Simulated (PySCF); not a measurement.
# C₄H₁₂CrS: magnetic properties

What do calculations give for the magnetic properties of C₄H₁₂CrS (`[CH3][Cr]([CH3])([CH3])([CH3])=[S]`)?

Programs: PySCF 2.14.0, with routines of our own; each step states its level. All values are computed. Atoms count from 0.

## Step 1: The system as given

18 atoms, charge 0, multiplicity 1; geometry from: GFN2-xTB.

## Step 2: Magnetic properties: GIAO PBE0/def2-SVP Cr:def2-TZVP

Job settings and geometry (Å):

```
{"job": {"kind": "mag", "xc": "PBE0", "basis": {"default": "def2-SVP", "Cr": "def2-TZVP"}}, "charge": 0, "multiplicity": 1}
Cr    -0.135190    -0.142970     0.542370
S      0.126670     0.098400     2.572870
C      1.911060    -0.000940    -0.087610
H      2.443610     0.781030     0.450410
H      1.970370     0.216700    -1.153840
H      2.439830    -0.932520     0.099910
C      0.004930     1.901940    -0.088050
H     -0.225920     1.978630    -1.150500
H      0.971550     2.370170     0.080160
H     -0.733050     2.476620     0.469230
C     -2.060300     0.176070    -0.120710
H     -2.585860     1.113380     0.050670
H     -2.602180    -0.595600     0.452970
H     -2.157590    -0.055150    -1.188250
C      0.169570    -2.055270    -0.148540
H     -0.828020    -2.499600     0.016830
H      0.878460    -2.667360     0.410900
H      0.412050    -2.163520    -1.208830
```

With the program's defaults for keys left out, this is: GIAO PBE0/def2-SVP Cr:def2-TZVP magnetisability, rotational g tensor and spin-rotation constants, non-relativistic, gas phase.

Launch:

```console
$ OMP_NUM_THREADS=1 python excited_run.py task.json out
```

The driver reads the jobs from task.json and runs them one after another.

Standard output:

```text
coarse grid: 64152 points
cycle   1  E = -1600.3037606415  dE =  8.546e-01  |g| = 2.749e+00  |ddm| = 4.334e+00
cycle   2  E = -1595.0589339642  dE =  5.245e+00  |g| = 4.770e+00  |ddm| = 9.424e+00
cycle   3  E = -1599.6081109917  dE = -4.549e+00  |g| = 3.695e+00  |ddm| = 9.390e+00
cycle   4  E = -1599.2283689839  dE =  3.797e-01  |g| = 3.782e+00  |ddm| = 1.219e+00
cycle   5  E = -1600.6548958385  dE = -1.427e+00  |g| = 2.143e+00  |ddm| = 1.838e+00
cycle   6  E = -1601.3399846769  dE = -6.851e-01  |g| = 3.624e-01  |ddm| = 1.370e+00
cycle   7  E = -1601.3612575760  dE = -2.127e-02  |g| = 2.739e-01  |ddm| = 6.113e-01
cycle   8  E = -1601.3805500548  dE = -1.929e-02  |g| = 6.261e-02  |ddm| = 2.617e-01
cycle   9  E = -1601.3816646009  dE = -1.115e-03  |g| = 2.576e-02  |ddm| = 8.152e-02
cycle  10  E = -1601.3817395784  dE = -7.498e-05  |g| = 1.979e-02  |ddm| = 1.629e-02
cycle  11  E = -1601.3817841056  dE = -4.453e-05  |g| = 1.219e-02  |ddm| = 1.811e-02
cycle  12  E = -1601.3818070996  dE = -2.299e-05  |g| = 1.283e-03  |ddm| = 6.532e-03
cycle  13  E = -1601.3818076673  dE = -5.678e-07  |g| = 6.744e-04  |ddm| = 1.741e-03
final grid: 134296 points
cycle  14  E = -1601.3818205378  dE =  2.039e-08  |g| = 1.834e-03  |ddm| = 3.658e-03
cycle  15  E = -1601.3817997285  dE =  2.081e-05  |g| = 1.205e-02  |ddm| = 6.197e-03
cycle  16  E = -1601.3818204997  dE = -2.077e-05  |g| = 1.825e-03  |ddm| = 5.686e-03
cycle  17  E = -1601.3818212301  dE = -7.304e-07  |g| = 1.640e-04  |ddm| = 1.410e-03
cycle  18  E = -1601.3818212459  dE = -1.578e-08  |g| = 1.137e-04  |ddm| = 2.999e-04
cycle  19  E = -1601.3818212645  dE = -1.860e-08  |g| = 8.001e-05  |ddm| = 4.773e-04
cycle  20  E = -1601.3818212680  dE = -3.551e-09  |g| = 1.636e-05  |ddm| = 1.992e-04
cycle  21  E = -1601.3818212682  dE = -1.710e-10  |g| = 1.054e-05  |ddm| = 4.375e-05
converged SCF energy = -1601.3818212682

Magnetisability tensor (1e-30 J/T^2)
     1103.30     -259.20     -240.17
     -259.20     1146.01     -256.78
     -240.17     -256.78      912.54
isotropic 1053.95   principal values     536.75   1237.52   1387.59
isotropic susceptibility 63.470 1e-6 cm^3/mol

Inertial axes            a          b          c
rot. const./GHz      1.9234     1.7726     1.6414
chi total            42.744     83.259     64.408
chi diamagnetic    -809.532   -814.022   -875.220
chi paramagnetic    852.276    897.281    939.628
quadrupole/D A       -2.338      1.359      0.979
g nuclear            0.6410     0.5927     0.5962
g electronic        -0.7701    -0.7472    -0.7246
g total             -0.1291    -0.1546    -0.1284

Spin-rotation constants (kHz, H = +C I.J)
atom  isotope        aa         bb         cc
  3     1H       -0.181     -0.228      0.072
  4     1H       -0.030     -0.255     -0.022
  5     1H       -0.336      0.240     -0.194
  7     1H        0.046     -0.215     -0.115
  8     1H       -0.291     -0.242      0.178
  9     1H       -0.283      0.204     -0.183
 11     1H       -0.297      0.281     -0.267
 12     1H       -0.344     -0.197      0.172
 13     1H        0.219     -0.209     -0.298
 15     1H       -0.328     -0.222      0.120
 16     1H       -0.236      0.239     -0.243
 17     1H        0.125     -0.142     -0.250
  0   53Cr*      -6.635     -7.555     -6.438
  1    33S*       0.551      3.288      2.835
  2    13C*       0.348      0.337      0.350
* in the singly substituted isotopologue
```

Wall time 48 s (1 thread of Arm Neoverse V1, shared host); peak memory 1.1 GiB.

From this job:

```tsv
quantity	value
magnetisability	1054·10⁻³⁰ J/T²
molar susceptibility	63.5·10⁻⁶ cm³/mol
rotational g (a, b, c)	-0.1291, -0.1546, -0.1284
```

The fields below are evaluated on a grid from the run's orbitals.

Frontier orbitals at PBE0/def2-TZVP+def2-SVP, with the share of their density that lies nearest to each atom:

```tsv
orbital	energy (eV)	lies on
HOMO	-7.40	S1 29 %; Cr0 18 %; C2, C10, C14 about 9 % each
LUMO	-3.37	Cr0 78 %; S1 12 %
```

ELF in a plane through or near 9 of the atoms.

Ten even steps from ' ' (0.00) to '@' (1.00):
```
                                                        
                                                        
                                                        
                ..==##**      %%@@%%--                  
                --%%@@@@==  --@@@@@@**                  
              ..--@@@@@@##  ==@@@@@@**::::::            
        ..--++++++##@@@@**  ::@@@@##**%%%%%%--          
        ++@@@@@@@@==----**::::##::::##@@@@@@**..        
        ++@@@@@@@@%%**%%##::::##%%**##%%%%**..          
          ..++##**==++++--++++--==--..                  
                ..--==----####--==**++**%%%%##==        
        ..==%%%%##**%%%%====--==%%%%**@@@@@@@@@@..      
        ++%%@@@@@@::..****    ++**::--%%@@@@@@%%..      
        ::**%%%%##**%%@@##..  --%%@@%%++====--::        
          ..::::--%%@@@@@@::  --@@@@@@**::              
                ::%%@@@@@@::  ..##@@%%++..              
                ..**@@@@##      ::====..                
                                                        
                                                        
                                                        
```
The map spans 10.5 Å across and 10.0 Å up, centred on the molecule. Atoms in the plane (x, y in Å): C2 (-1.4, 1.3), H3 (-1.2, 2.3), H5 (-2.4, 1.0), C6 (1.3, 1.4), H8 (0.9, 2.4), C10 (1.6, -1.3), H11 (2.6, -1.0), C14 (-1.5, -1.4), H15 (-1.1, -2.4).

log10 of the density (e/Å³) in the same plane.

Values, 10 rows by 14 columns:
```
-4.0 -4.0 -4.0 -4.0 -4.0 -4.0 -4.0 -4.0 -4.0 -4.0 -4.0 -4.0 -4.0 -4.0
-4.0 -4.0 -4.0 -4.0 -3.2 -2.8 -2.9 -2.9 -2.6 -2.9 -3.5 -4.0 -4.0 -4.0
-4.0 -4.0 -3.5 -2.6 -1.7 -0.9 -1.3 -1.3 -0.6 -1.2 -2.1 -3.1 -4.0 -4.0
-4.0 -3.9 -2.4 -1.3 -0.5  0.2 -0.4 -0.8  0.2 -0.1 -0.7 -1.9 -3.2 -4.0
-4.0 -3.6 -1.9 -0.7  0.0  0.0 -0.2 -0.3 -0.1 -0.2 -0.7 -1.9 -3.1 -4.0
-4.0 -3.7 -2.4 -1.5 -0.9 -0.5  0.2  0.9 -0.4 -0.5 -0.6 -1.4 -2.6 -3.9
-4.0 -3.5 -1.8 -0.5  0.2  0.5 -0.3 -0.9  0.0  0.9  0.1 -1.0 -2.4 -3.8
-4.0 -3.9 -2.5 -1.5 -0.8  0.2 -0.5 -1.4 -0.5 -0.2 -1.1 -2.2 -3.2 -4.0
-4.0 -4.0 -3.7 -2.9 -2.1 -1.4 -1.7 -2.4 -2.0 -1.9 -2.4 -3.3 -4.0 -4.0
-4.0 -4.0 -4.0 -4.0 -3.8 -3.4 -3.5 -3.8 -3.7 -3.7 -4.0 -4.0 -4.0 -4.0
```
The map spans 10.5 Å across and 10.0 Å up, centred on the molecule. Atoms in the plane (x, y in Å): C2 (-1.4, 1.3), H3 (-1.2, 2.3), H5 (-2.4, 1.0), C6 (1.3, 1.4), H8 (0.9, 2.4), C10 (1.6, -1.3), H11 (2.6, -1.0), C14 (-1.5, -1.4), H15 (-1.1, -2.4).

On the surface of density 0.002 e/bohr³ the electrostatic potential runs, from the 1st to the 99th percentile, from -0.63 V near S1 to 0.80 V near H15.

## Step 3: Magnetic properties: GIAO LDA/def2-SVP Cr:def2-TZVP

The job, as its differences from that of step 2:

```diff
@@ -1,2 +1,2 @@
-{"job": {"kind": "mag", "xc": "PBE0", "basis": {"default": "def2-SVP", "Cr": "def2-TZVP"}}, "charge": 0, "multiplicity": 1}
+{"job": {"kind": "mag", "xc": "LDA", "basis": {"default": "def2-SVP", "Cr": "def2-TZVP"}}, "charge": 0, "multiplicity": 1}
 Cr    -0.135190    -0.142970     0.542370
```

Level: GIAO LDA/def2-SVP Cr:def2-TZVP magnetisability, rotational g tensor and spin-rotation constants, non-relativistic, gas phase.

Standard output:

```text
coarse grid: 64152 points
cycle   1  E = -1593.4845184578  dE =  3.130e+00  |g| = 4.929e+00  |ddm| = 4.560e+00
cycle   2  E = -1559.6400658416  dE =  3.384e+01  |g| = 1.270e+01  |ddm| = 3.608e+01
cycle   3  E = -1592.0937546120  dE = -3.245e+01  |g| = 3.958e+00  |ddm| = 3.587e+01
cycle   4  E = -1582.9569654138  dE =  9.137e+00  |g| = 8.987e+00  |ddm| = 6.234e+00
cycle   5  E = -1584.7943598705  dE = -1.837e+00  |g| = 8.634e+00  |ddm| = 1.651e+00
cycle   6  E = -1584.1248015542  dE =  6.696e-01  |g| = 8.688e+00  |ddm| = 1.652e+00
cycle   7  E = -1583.3123036972  dE =  8.125e-01  |g| = 8.774e+00  |ddm| = 6.588e-01
cycle   8  E = -1584.6530353544  dE = -1.341e+00  |g| = 8.497e+00  |ddm| = 6.612e-01
cycle   9  E = -1584.6664330850  dE = -1.340e-02  |g| = 8.477e+00  |ddm| = 3.419e-01
cycle  10  E = -1580.8483682943  dE =  3.818e+00  |g| = 9.457e+00  |ddm| = 2.386e+00
cycle  11  E = -1580.3880586757  dE =  4.603e-01  |g| = 9.559e+00  |ddm| = 2.725e-01
...
cycle  55  E = -1596.8727566166  dE = -3.275e-03  |g| = 2.738e-01  |ddm| = 2.710e-01
cycle  56  E = -1596.8832032973  dE = -1.045e-02  |g| = 5.999e-02  |ddm| = 1.460e-01
cycle  57  E = -1596.8843965382  dE = -1.193e-03  |g| = 1.378e-02  |ddm| = 7.582e-02
cycle  58  E = -1596.8844051960  dE = -8.658e-06  |g| = 1.603e-02  |ddm| = 1.491e-02
cycle  59  E = -1596.8844481198  dE = -4.292e-05  |g| = 1.848e-03  |ddm| = 9.053e-03
cycle  60  E = -1596.8844488725  dE = -7.528e-07  |g| = 1.499e-03  |ddm| = 2.410e-03
cycle  61  E = -1596.8844492070  dE = -3.344e-07  |g| = 3.734e-04  |ddm| = 8.837e-04
cycle  62  E = -1596.8844491907  dE =  1.628e-08  |g| = 3.800e-04  |ddm| = 5.789e-04
cycle  63  E = -1596.8844492320  dE = -4.127e-08  |g| = 6.947e-05  |ddm| = 4.083e-04
cycle  64  E = -1596.8844492325  dE = -5.593e-10  |g| = 2.182e-05  |ddm| = 4.726e-05
converged SCF energy = -1596.8844492325

Magnetisability tensor (1e-30 J/T^2)
      359.72     -207.90     -188.09
     -207.90      395.91     -202.39
     -188.09     -202.39      469.59
isotropic 408.41   principal values       5.42    579.94    639.87
isotropic susceptibility 24.595 1e-6 cm^3/mol

Inertial axes            a          b          c
rot. const./GHz      1.9234     1.7726     1.6414
chi total            17.282     35.220     21.283
chi diamagnetic    -809.828   -813.461   -874.604
chi paramagnetic    827.110    848.681    895.887
quadrupole/D A       -1.337      0.905      0.431
g nuclear            0.6410     0.5927     0.5962
g electronic        -0.7474    -0.7068    -0.6909
g total             -0.1064    -0.1141    -0.0947

Spin-rotation constants (kHz, H = +C I.J)
atom  isotope        aa         bb         cc
  3     1H       -0.149     -0.213      0.040
  4     1H       -0.019     -0.242     -0.045
  5     1H       -0.306      0.188     -0.183
  7     1H        0.053     -0.211     -0.128
  8     1H       -0.258     -0.222      0.138
  9     1H       -0.254      0.155     -0.177
 11     1H       -0.270      0.234     -0.241
 12     1H       -0.304     -0.193      0.147
 13     1H        0.218     -0.202     -0.271
 15     1H       -0.303     -0.202      0.096
 16     1H       -0.197      0.187     -0.223
 17     1H        0.136     -0.150     -0.222
  0   53Cr*      -5.158     -5.668     -5.001
  1    33S*       0.864      2.428      1.906
  2    13C*       0.363      0.315      0.349
* in the singly substituted isotopologue
```

Wall time 1.8 min (1 thread of Arm Neoverse V1, shared host); peak memory 1.1 GiB.

In short:

```tsv
quantity	value
magnetisability	408·10⁻³⁰ J/T²
molar susceptibility	24.6·10⁻⁶ cm³/mol
rotational g (a, b, c)	-0.1064, -0.1141, -0.0947
```

## Step 4: The levels compared

```tsv
level	ξ (10⁻³⁰ J/T²)	g(a)	g(b)	gap (eV)	functions	time
GIAO PBE0/def2-SVP Cr:def2-TZVP	1054	-0.1291	-0.1546	4.02	179	48 s
GIAO LDA/def2-SVP Cr:def2-TZVP	408	-0.1064	-0.1141	1.36	179	1.8 min
```

## Step 5: Results

| quantity | value |
| --- | --- |
| magnetisability (step 2, GIAO PBE0/def2-SVP Cr:def2-TZVP) | 1054·10⁻³⁰ J/T² |
| molar susceptibility (step 2, GIAO PBE0/def2-SVP Cr:def2-TZVP) | 63.5·10⁻⁶ cm³/mol |
| rotational g (a, b, c) (step 2, GIAO PBE0/def2-SVP Cr:def2-TZVP) | -0.1291, -0.1546, -0.1284 |
| surface potential, 1st and 99th percentile | -0.63 V and 0.80 V |
| magnetisability over the levels | 408 to 1054·10⁻³⁰ J/T² |

At GIAO PBE0/def2-SVP Cr:def2-TZVP the magnetisability is positive: the paramagnetic term outweighs the diamagnetic one, and such values are sensitive to the functional. By nearest atom (PBE0/def2-TZVP+def2-SVP), the HOMO sits on S1 29 %; Cr0 18 % and the LUMO on Cr0 78 %; S1 12 %. In a run with a small gap the paramagnetic part is unsure. At GIAO LDA/def2-SVP Cr:def2-TZVP the magnetisability is positive: the paramagnetic term outweighs the diamagnetic one, and such values are sensitive to the functional. The geometry comes from tight binding, which is rough for metal atoms, and these values hang on it. The magnetisability spreads by 88.3 % over 2 levels, from GIAO LDA/def2-SVP Cr:def2-TZVP (1.8 min) to GIAO PBE0/def2-SVP Cr:def2-TZVP (48 s); the runs took 48 s to 1.8 min. Two levels can agree by chance, so this spread shows no convergence. Vibrational averaging and real surroundings are missing from these values.
